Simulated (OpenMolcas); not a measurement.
# Co⁴⁺ among point charges: CASSCF and CASPT2 levels and susceptibility

Aim: the splitting of the states of Co⁴⁺ in the field of 6 point charges, its lowest levels with spin-orbit coupling and its magnetic susceptibility.

Program: OpenMolcas 26.06. Level of theory: state-averaged CASSCF and CASPT2, spin-orbit coupling by RASSI with atomic mean-field integrals. These are calculated values, not measurements, unless marked.

### 1 The atom as given

- Species: Co⁴⁺ (cobalt, Z = 27, 23 electrons)
- Basis: ANO-RCC-VDZP [5s4p2d1f], 34 functions
- Scalar Hamiltonian: DKH2, point nucleus
- Inactive shells: 1s 2s 2p 3s 3p
- Active space: 5 electrons in 5 orbitals (3d)
- Some configurations of this space: 3d5
- Orbitals: optimised for each spin and parity, averaged over all roots

The outer shells:

3d5
```
3d [↑ ][↑ ][↑ ][↑ ][↑ ]
```

The ion sits among 6 point charges of -2.2 e arranged as a tetragonal octahedron (D4h), 1.99 Å from the ion, with the axial distance 2.308 Å.

Each step is its own input file, run in one work folder so that later steps find the files of earlier ones. Labels, J, g values, rates, χT and fits are worked out afterwards by a script from the matrices that RASSI stores. The input lists half of the charges; inversion (Group=XYZ) makes the rest.

### 2 Basis and integrals

Contents of a.inp:

```
&GATEWAY
Coord
1

Co 0.0 0.0 0.0
Basis=ANO-RCC-VDZP
Group=XYZ
NoMove
AngMom=0.0 0.0 0.0
AMFI
XField
3 Angstrom 0
1.990000 0.000000 0.000000 -2.200000
0.000000 1.990000 0.000000 -2.200000
0.000000 0.000000 2.308400 -2.200000
&SEWARD
```

### 3 Reference wave functions, sextets of even parity, 1 root

Contents of a.inp:

```
&RASSCF
FileOrb=start.orb
Symmetry=1
Spin=6
nActEl=5 0 0
Inactive=3 6
Ras2=5 0
CIRoot=1 1 1
SDav=1
CIMx=300
Iter=120 100
PrWF=0.3
OrbListing=Nothing
MaxOrb=0
>>> COPY $Project.JobIph JOB001
```

start.orb holds the contracted functions of the basis, ordered by shell, or the orbitals of the step before.

### 4 Reference wave functions, quartets of even parity, 24 roots

Contents of a.inp:

```
&RASSCF
FileOrb=start.orb
Symmetry=1
Spin=4
nActEl=5 0 0
Inactive=3 6
Ras2=5 0
CIRoot=24 24 1
SDav=24
CIMx=300
Iter=120 100
PrWF=0.3
OrbListing=Nothing
MaxOrb=0
>>> COPY $Project.JobIph JOB002
```

### 5 CASSCF: doublets of even parity, 75 roots

Contents of a.inp:

```
&RASSCF
FileOrb=start.orb
Symmetry=1
Spin=2
nActEl=5 0 0
Inactive=3 6
Ras2=5 0
CIRoot=75 75 1
SDav=75
CIMx=300
Iter=120 100
PrWF=0.3
OrbListing=Nothing
MaxOrb=0
>>> COPY $Project.JobIph JOB003
```

### 6 State interaction with spin-orbit coupling

Contents of a.inp:

```
&RASSI
NrOfJobIphs=3 1 24 75
1
1 2 3 4 5 6 7 8 9 10 11 12 13 14 15 16 17 18 19 20 21 22 23 24
1 2 3 4 5 6 7 8 9 10 11 12 13 14 15 16 17 18 19 20 21 22 23 24 25 26 27
28 29 30 31 32 33 34 35 36 37 38 39 40 41 42 43 44 45 46 47 48 49 50 51
52 53 54 55 56 57 58 59 60 61 62 63 64 65 66 67 68 69 70 71 72 73 74 75
IphNames
JOB001
JOB002
JOB003
EJob
SpinOrbit
DIPRint=1.0
SOCoupling=1000.0
Subsets=2
Property=9
'ANGMOM' 1 'ANGMOM' 2 'ANGMOM' 3 'MLTPL  1' 1 'MLTPL  1' 2 'MLTPL  1' 3
'AMFI' 1 'AMFI' 2 'AMFI' 3
SOProperty=3
'ANGMOM' 1 'ANGMOM' 2 'ANGMOM' 3
```

### 7 CASPT2: IPEA 0.25, imaginary shift 0.1 (closed shells correlated: 3s 3p)

Contents of a.inp:

```
>>> COPY JOB001 $Project.JobIph
&CASPT2
Multistate=1 1
Frozen=2 3
IPEA=0.25
Imaginary=0.1
MaxIter=60
WThr=0.0 0.3 0.05
PrWF=0.5
NoMix
>>> COPY JOB002 $Project.JobIph
&CASPT2
Multistate=24 1 2 3 4 5 6 7 8 9 10 11 12 13 14 15 16 17 18 19 20 21 22
23 24
NoMult
Frozen=2 3
IPEA=0.25
Imaginary=0.1
MaxIter=60
WThr=0.0 0.3 0.05
PrWF=0.5
NoMix
>>> COPY JOB003 $Project.JobIph
&CASPT2
Multistate=75 1 2 3 4 5 6 7 8 9 10 11 12 13 14 15 16 17 18 19 20 21 22
23 24 25 26 27 28 29 30 31 32 33 34 35 36 37 38 39 40 41 42 43 44 45 46
47 48 49 50 51 52 53 54 55 56 57 58 59 60 61 62 63 64 65 66 67 68 69 70
71 72 73 74 75
NoMult
Frozen=2 3
IPEA=0.25
Imaginary=0.1
MaxIter=60
WThr=0.0 0.3 0.05
PrWF=0.5
NoMix
```

(Steps that only read results are left out.)

Before running it: what results should come out? Wanted: spin-free ground state; lowest level; next level.

The runs gave:

| quantity | value |
| --- | --- |
| method | SS-CASPT2, IPEA 0.25, imaginary shift 0.1 (closed shells correlated: 3s 3p) |
| spin-free ground state | 6A1, 1-fold in its orbital part |
| lowest level | 2-fold E1/2, g = 2.00, 6.01, 6.01 |
| next level | 0.1 cm⁻¹ |
| χT at 300 K | 4.38 cm³ K/mol |
| effective moment at 300 K | 5.92 μB |

Cost by method:

| method | time of its own steps | time with the reference |
| --- | --- | --- |
| A. CASSCF | 18 s | 18 s |
| B. SS-CASPT2, IPEA 0.25, imaginary shift 0.1, +3s 3p | 3.5 s | 21 s |

Times are of one thread on a shared host.

What this shows: The spin-free ground state (6A1) comes to 100 % from free-ion S terms and keeps the highest spin of the shell. χT at 300 K is 4.38, against 4.39 cm³ K/mol for the spin alone, as a half-filled shell (L = 0) has no orbital moment. An active space of the d shell alone favours high spin; real ions in strong fields can be low spin. The field of point charges can differ much from that of real complexes. With metal d orbitals alone active, the gaps between spin states are rough; where two lie within a few thousand cm-1, their order is open. This is an electrostatic model: the charges have no orbitals.
